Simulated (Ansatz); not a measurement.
# C4H9F3NTa: basis-set convergence

One table from this session's results is given with a row withheld; the runs are named, their logs left out.

The runs use Ansatz 0.2.0, Gaussian basis; one geometry, several basis sets.

Levels to be run: PBE0-D4/def2-SVP; ωB97M-V/def2-SVP; PBE0-D4/def2-QZVPP; ωB97M-V/def2-QZVPP; the functionals' def2-TZVPP values are taken from earlier runs.

### The geometry

An earlier PBE0-D4 in a triple-zeta def2 set relaxation fixed the geometry. Ta takes the def2 core potential; no spin-orbit term is included.

SMILES `CC(C)(C)[N]=[Ta]([F])([F])[F]`, 18 atoms, charge 0, spin multiplicity 1.

Atoms are counted from 1 here; the program's logs count them from 0.

Bond lengths: C1–C2 1.527 Å, C1–H10 1.093 Å, C1–H11 1.092 Å, C1–H12 1.092 Å, C2–C3 1.527 Å, C2–C4 1.527 Å, C2–N5 1.436 Å, C3–H13 1.092 Å, C3–H14 1.093 Å, C3–H15 1.092 Å, C4–H16 1.093 Å, C4–H17 1.092 Å, C4–H18 1.092 Å, N5–Ta6 1.752 Å, Ta6–F7 1.881 Å, Ta6–F8 1.881 Å, Ta6–F9 1.881 Å. Angles: C2–C1–H10 110.4°, C2–C1–H11 110.5°, C2–C1–H12 110.5°, H10–C1–H11 108.5°, H10–C1–H12 108.5°, H11–C1–H12 108.3°, C1–C2–C3 110.2°, C1–C2–C4 110.2°, C1–C2–N5 108.7°, C3–C2–C4 110.2°, C3–C2–N5 108.7°, C4–C2–N5 108.7°, C2–C3–H13 110.5°, C2–C3–H14 110.4°, C2–C3–H15 110.5°, H13–C3–H14 108.5°, H13–C3–H15 108.3°, H14–C3–H15 108.5° and more.

As a file:

```mol
C4H9F3NTa
  3D, bonds by distance, orders not assigned

 18 17  0  0  0  0  0  0  0  0999 V2000
   -1.2382   -1.2224    0.1956 C   0  0
   -0.0779   -0.2548    0.4194 C   0  0
   -0.4167    0.7238    1.5419 C   0  0
    1.1945   -1.0278    0.7602 C   0  0
    0.1432    0.4881   -0.7894 N   0  0
    0.4116    1.3933   -2.2651 Ta  0  0
    0.1857    3.2176   -1.8648 F   0  0
   -0.8542    0.8116   -3.5294 F   0  0
    2.1656    1.0347   -2.8434 F   0  0
   -1.4297   -1.8029    1.1014 H   0  0
   -2.1474   -0.6767   -0.0645 H   0  0
   -1.0085   -1.9145   -0.6170 H   0  0
   -1.3167    1.2912    1.2968 H   0  0
   -0.5904    0.1854    2.4768 H   0  0
    0.4027    1.4289    1.6957 H   0  0
    1.0552   -1.6043    1.6779 H   0  0
    1.4514   -1.7175   -0.0463 H   0  0
    2.0318   -0.3423    0.9058 H   0  0
  1  2  8  0
  2  3  8  0
  2  4  8  0
  2  5  8  0
  5  6  8  0
  6  7  8  0
  6  8  8  0
  6  9  8  0
  1 10  8  0
  1 11  8  0
  1 12  8  0
  3 13  8  0
  3 14  8  0
  3 15  8  0
  4 16  8  0
  4 17  8  0
  4 18  8  0
M  END
```

The first run:

The input, in.yaml:

```yaml
crystal:
  periodic: [false, false, false]
  atoms:
    - {symbol: C, position_ang: [-1.238155, -1.222391, 0.195616]}
    - {symbol: C, position_ang: [-0.077856, -0.254798, 0.419389]}
    - {symbol: C, position_ang: [-0.416655, 0.723826, 1.541914]}
    - {symbol: C, position_ang: [1.194537, -1.027751, 0.760207]}
    - {symbol: N, position_ang: [0.143183, 0.488064, -0.789441]}
    - {symbol: Ta, position_ang: [0.411634, 1.393273, -2.265141]}
    - {symbol: F, position_ang: [0.185682, 3.217583, -1.864826]}
    - {symbol: F, position_ang: [-0.854242, 0.811569, -3.529421]}
    - {symbol: F, position_ang: [2.165598, 1.034739, -2.843399]}
    - {symbol: H, position_ang: [-1.429706, -1.802900, 1.101378]}
    - {symbol: H, position_ang: [-2.147364, -0.676745, -0.064550]}
    - {symbol: H, position_ang: [-1.008503, -1.914540, -0.616952]}
    - {symbol: H, position_ang: [-1.316699, 1.291221, 1.296838]}
    - {symbol: H, position_ang: [-0.590440, 0.185396, 2.476782]}
    - {symbol: H, position_ang: [0.402660, 1.428906, 1.695717]}
    - {symbol: H, position_ang: [1.055248, -1.604349, 1.677931]}
    - {symbol: H, position_ang: [1.451429, -1.717458, -0.046254]}
    - {symbol: H, position_ang: [2.031850, -0.342341, 0.905814]}
basis:
  gaussian: {orbitals: def2-SVP}
hamiltonian: {xc: pbe0, dispersion: d4}
output: {orbitals: {seedname: orbitals}}
```

Started as:

```bash
$ ansatz run in.yaml --threads 4 --pin off --events-out ev --progress --plain --max-ram 66560MiB --backend cpu
```

Steps of the session up to this table: PBE0-D4 in def2-SVP; ωB97M-V in def2-SVP; PBE0-D4 in def2-QZVPP; ωB97M-V in def2-QZVPP.

One of the session's tables, all rows but one given; the rest of the session is left out.

It belongs to the step «Functionals by basis». 

```
functional       basis  HOMO (eV)
   PBE0-D4    def2-SVP      -7.76
   PBE0-D4  def2-TZVPP          ?
   PBE0-D4  def2-QZVPP      -7.76
   ωB97M-V    def2-SVP     -10.00
   ωB97M-V  def2-TZVPP     -10.00
   ωB97M-V  def2-QZVPP     -10.01
```

Estimate the missing values for PBE0-D4, def2-TZVPP.

The run gave: HOMO (eV): -7.75. In the column «HOMO (eV)» it is the highest.
